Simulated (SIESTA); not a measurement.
The system is Fe3Ge.

```
Ge Fe
1.0
     0.00000    2.87559    2.87559
     2.87559    0.00000    2.87559
     2.87559    2.87559    0.00000
Ge Fe
1 3
Direct
  0.00000 0.00000 0.00000
  0.75000 0.75000 0.75000
  0.25000 0.25000 0.25000
  0.50000 0.50000 0.50000
```

The cell comes from a database or a generator and needn't be the stable form of this composition.

| Property | Result |
| --- | --- |
| Program | SIESTA 5.4.2 |
| Task | single point |
| Functional | PBEsol |
| Potentials or basis | PseudoDojo 0.4 standard (PBEsol files) |
| Basis | DZP (energy shift 0.003 Ry; two zetas on semicore shells) |
| Grid cutoff | 800 Ry |
| Energy shift | 0.003 Ry |
| k mesh | 8 × 8 × 8 |
| Occupations | fermi-dirac, width 0.05 eV |
| Spin | collinear spin, ferromagnetic start |
| Starting moments | [0.0, 3.0, 3.0, 3.0] μB |

On this cell: pressure -7.9 GPa; largest force zero by symmetry; net moment 6.07 μB per cell; site moments Ge -0.32; Fe +1.86, +2.68 μB; band gap on the k mesh none (metal or under the smearing width).

The same run follows on a disturbed copy (atoms moved at random, drawn with an rms of 0.05 Å):

```
Ge Fe
1.0
     0.00000    2.87559    2.87559
     2.87559    0.00000    2.87559
     2.87559    2.87559    0.00000
Ge Fe
1 3
Direct
  0.00082 0.00886 0.00187
  0.75286 0.75301 0.74503
  0.24436 0.25874 0.25132
  0.49938 0.50946 0.49405
```

**Question.** What does the disturbed cell give?

**Answer.** The energy (extrapolated to zero smearing) moves by +2.4 meV/atom; pressure -7.8 GPa; largest force 0.286 eV/Å; net moment 6.07 μB per cell; site moments Ge -0.32; Fe +1.85, +2.68 μB; band gap on the k mesh none (metal or under the smearing width).

Forces in eV/Å, atoms in the order of the input:
```
Ge  -0.194 -0.169 -0.125
Fe   0.250  0.002  0.045
Fe  -0.086  0.082  0.148
Fe   0.031  0.091 -0.085
```

Stress tensor (GPa, compression positive):
```
-7.84  0.00  0.03
 0.00 -7.81  0.14
 0.03  0.14 -7.84
```

The forces don't sum to zero, so they hold noise of the program's grid.

Caveats: short orbitals over semicore shells can move pressures by several GPa; the basis of atomic orbitals isn't converged, which shifts pressures, moduli and gaps.
